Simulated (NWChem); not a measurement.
# CH3F2OSi (SMILES FC(F)O[SiH2]) at 3 levels

Wanted: a comparison of 3 runs (UHF/STO-3G, UHF/3-21G, UB3LYP/6-31G*) of CH3F2OSi. 

The calculation is run with NWChem 7.3.0.

## 1. Starting point

CH3F2OSi has 8 atoms, charge 0, and is taken as a doublet. SMILES: `FC(F)O[SiH2]`. The shape is that of a GFN2-xTB optimisation. This is one conformer, not always the lowest.

Bond lengths: F1–C2 1.360 Å, C2–F3 1.359 Å, C2–O4 1.318 Å, O4–Si5 1.671 Å, C2–H6 1.102 Å, Si5–H7 1.453 Å, Si5–H8 1.452 Å. Angles: F1–C2–F3 104.3°, F1–C2–O4 112.2°, F3–C2–O4 112.2°, C2–O4–Si5 124.6°, F1–C2–H6 107.9°, F3–C2–H6 107.8°, O4–C2–H6 112.0°, O4–Si5–H7 109.3°, O4–Si5–H8 109.3°, H7–Si5–H8 117.0°.

## 2. Energy and gradient at UHF/STO-3G (run 1)

Input file test.nw:

```
start test
title "CH3F2OSi gradient"
memory stack 880 mb heap 220 mb global 1100 mb
charge 0

geometry noautosym nocenter noautoz
   F       -0.742380      -0.027610       1.508330
   C        0.495760      -0.074510       0.948240
   F        0.843410       1.230120       0.789810
   O        0.501220      -0.733530      -0.192590
   Si      -0.428250      -0.335170      -1.522540
   H        1.184090      -0.518660       1.685840
   H       -1.833240      -0.506560      -1.195530
   H       -0.020600       0.965910      -2.021550
end

basis spherical bse
   * library STO-3G
end

scf
   doublet
   uhf
   thresh 1e-08
   maxiter 80
   noprint "final vectors analysis"
end

task scf gradient
```

The run is started by

```
$ nwchem test.nw > test.out
```

The program printed:

```text
[...]
  functions       =    32
[...]
  wavefunction    = UHF
[...]
         Total SCF energy =   -594.637388894166
      One electron energy =  -1318.973066385519
      Two electron energy =    479.460512678147
 Nuclear repulsion energy =    244.875164813205
                       Sz =      0.5000
                 Sz(Sz+1) =      0.7500
                      S^2 =      0.7517
[...]
                         UHF ENERGY GRADIENTS
    atom               coordinates                        gradient
                 x          y          z           x          y          z
   1 F      -1.402895  -0.052175   2.850330    0.032300   0.003729  -0.013241
   2 C       0.936851  -0.140803   1.791914   -0.002895  -0.029871  -0.058928
   3 F       1.593814   2.324590   1.492524   -0.012644  -0.032402   0.007320
   4 O       0.947168  -1.386171  -0.363942   -0.011012   0.048608   0.060784
   5 Si     -0.809275  -0.633379  -2.877183    0.005970   0.002458   0.016524
   6 H       2.237606  -0.980125   3.185776   -0.011225   0.011532  -0.005163
   7 H      -3.464321  -0.957260  -2.259224   -0.011983  -0.011416   0.001666
   8 H      -0.038928   1.825305  -3.820176    0.011489   0.007361  -0.008961
[...]
```

It took 4.8 s on 1 thread of Intel Xeon Platinum 8259CL at 2.50GHz (Skylake/Cascade Lake), shared host; peak memory 0.099 GiB.

## 3. Energy and forces at UHF/3-21G (run 2)

Input file mymol.nw:

```
start mymol
memory total 2200 mb
charge 0
geometry units angstroms noautosym nocenter noautoz
F     -0.742380    -0.027610     1.508330
C      0.495760    -0.074510     0.948240
F      0.843410     1.230120     0.789810
O      0.501220    -0.733530    -0.192590
Si    -0.428250    -0.335170    -1.522540
H      1.184090    -0.518660     1.685840
H     -1.833240    -0.506560    -1.195530
H     -0.020600     0.965910    -2.021550
end
basis spherical bse
* library 3-21G
end
scf
doublet
uhf
thresh 1e-08
maxiter 80
print low
end
task scf gradient
```

The run is started by

```
$ nwchem mymol.nw > mymol.out
```

The program printed:

```text
[...]
  functions       =    55
[...]
  wavefunction    = UHF
[...]
         Total SCF energy =   -599.050814244782
      One electron energy =  -1319.016549023956
      Two electron energy =    475.090569965970
 Nuclear repulsion energy =    244.875164813205
                       Sz =      0.5000
                 Sz(Sz+1) =      0.7500
                      S^2 =      0.7520
[...]
                         UHF ENERGY GRADIENTS
    atom               coordinates                        gradient
                 x          y          z           x          y          z
   1 F      -1.402895  -0.052175   2.850330    0.015320   0.002709   0.000407
   2 C       0.936851  -0.140803   1.791914   -0.036380   0.008376  -0.065050
   3 F       1.593814   2.324590   1.492524   -0.003485  -0.012555   0.009053
   4 O       0.947168  -1.386171  -0.363942   -0.006789   0.010573   0.003676
   5 Si     -0.809275  -0.633379  -2.877183    0.005371   0.011001   0.030283
   6 H       2.237606  -0.980125   3.185776    0.013287  -0.006319   0.017566
   7 H      -3.464321  -0.957260  -2.259224    0.011273  -0.002753  -0.000220
   8 H      -0.038928   1.825305  -3.820176    0.001403  -0.011031   0.004285
 Task  times  cpu:        5.3s     wall:        5.3s
 Total times  cpu:        5.3s     wall:        5.3s
```

It took 6 s on 1 thread of Intel Xeon Platinum 8259CL at 2.50GHz (Skylake/Cascade Lake), shared host; peak memory 0.098 GiB.

## 4. Energy and forces at UB3LYP/6-31G(d) (Cartesian functions) (run 3)

Input file run.nw:

```
start run
memory 2200 mb
charge 0
geometry units angstroms noautosym nocenter noautoz
  F       -0.742380      -0.027610       1.508330
  C        0.495760      -0.074510       0.948240
  F        0.843410       1.230120       0.789810
  O        0.501220      -0.733530      -0.192590
  Si      -0.428250      -0.335170      -1.522540
  H        1.184090      -0.518660       1.685840
  H       -1.833240      -0.506560      -1.195530
  H       -0.020600       0.965910      -2.021550
end
basis "ao basis" cartesian
  * library 6-31G*
end
dft
  xc b3lyp
  mult 2
  grid xfine
  convergence energy 1e-08
  maxiter 100
  mulliken
  print medium
end
task dft gradient
```

The run is started by

```
$ nwchem run.nw > run.out
```

The program printed:

```text
[...]
          Wavefunction type:  spin polarized.
          No. of atoms     :     8
          No. of electrons :    49
[...]
          Charge           :     0
          Spin multiplicity:     2
[...]
          AO basis - number of functions:    85
[...]
              XC Information
              --------------
                         B3LYP Method XC Potential
                     Hartree-Fock (Exact) Exchange  0.200
                        Slater Exchange Functional  0.800 local
                    Becke 1988 Exchange Functional  0.720 non-local
              Lee-Yang-Parr Correlation Functional  0.810
                  VWN I RPA Correlation Functional  0.190 local
[...]
 d= 0,ls=0.0,diis     1   -604.1309229522 -8.49D+02  9.45D-03  3.59D-01     7.1
[...]
 d= 0,ls=0.0,diis    11   -604.2800110648 -2.62D-09  1.90D-07  3.04D-10    73.3
[...]
         Total DFT energy =     -604.280011064754
      One electron energy =    -1323.711584842747
           Coulomb energy =      531.646590344895
    Exchange-Corr. energy =      -57.090181380107
 Nuclear repulsion energy =      244.875164813205
[...]
      Total Density - Mulliken Population Analysis
     ---------------------------------------------
    Atom       Charge   Shell Charges
 -----------   ------   -------------------------------------------------------
    1 F    9     9.28   1.99  0.95  3.32  0.97  2.00  0.05
    2 C    6     5.37   1.99  0.72  1.88  0.24  0.42  0.12
    3 F    9     9.28   1.99  0.95  3.32  0.97  2.00  0.05
    4 O    8     8.52   1.99  0.89  2.99  0.93  1.70  0.02
    5 Si  14    13.58   2.00  1.99  5.96  1.07  1.71  0.30  0.41  0.14
    6 H    1     0.87   0.55  0.32
    7 H    1     1.04   0.51  0.53
    8 H    1     1.04   0.51  0.53
[...]
      <S2> =      0.7510 (Exact =     0.7500)
[...]
  wavefunction    = open shell
                         DFT ENERGY GRADIENTS
    atom               coordinates                        gradient
                 x          y          z           x          y          z
   1 F      -1.402895  -0.052175   2.850330    0.010647   0.004421  -0.001800
   2 C       0.936851  -0.140803   1.791914   -0.010283  -0.009857  -0.039692
   3 F       1.593814   2.324590   1.492524   -0.005628  -0.008783   0.005723
   4 O       0.947168  -1.386171  -0.363942   -0.007049   0.016494   0.013403
   5 Si     -0.809275  -0.633379  -2.877183   -0.004046   0.012985   0.013415
   6 H       2.237606  -0.980125   3.185776    0.002395   0.000470   0.005573
   7 H      -3.464321  -0.957260  -2.259224    0.013531  -0.002420  -0.001314
   8 H      -0.038928   1.825305  -3.820176    0.000432  -0.013309   0.004694
[...]
```

It took 89 s on 1 thread of Intel Xeon Platinum 8259CL at 2.50GHz (Skylake/Cascade Lake), shared host; peak memory 0.15 GiB.

## 5. All runs side by side

```
run                                level  Cartesian functions  iteration cap  energy (Eh)  dipole moment (D)   ⟨S²⟩  largest force (eV/Å)  wall time
  1                           UHF/STO-3G                   no             80  -594.637389               1.79  0.752                 4.042      4.8 s
  2                            UHF/3-21G                   no             80  -599.050814                  –  0.752                 3.857        6 s
  3  UB3LYP/6-31G* (Cartesian functions)                  yes            100  -604.280011               0.92  0.751                 2.168       89 s
```

## 6. What came out

| quantity | value |
| --- | --- |
| run 3: total energy | -604.28001 Eh |
| run 3: dipole moment | 0.92 D |
| run 3: HOMO energy (highest over α and β) | -6.13 eV |
| run 3: LUMO energy (lowest over α and β) | -2.84 eV |
| run 3: ⟨S²⟩ | 0.751 |
| run 3: largest force on an atom | 2.168 eV/Å |

What this shows: In run 1 the basis is minimal, so the values are rough. All runs together took 100 s, the longest 89 s.
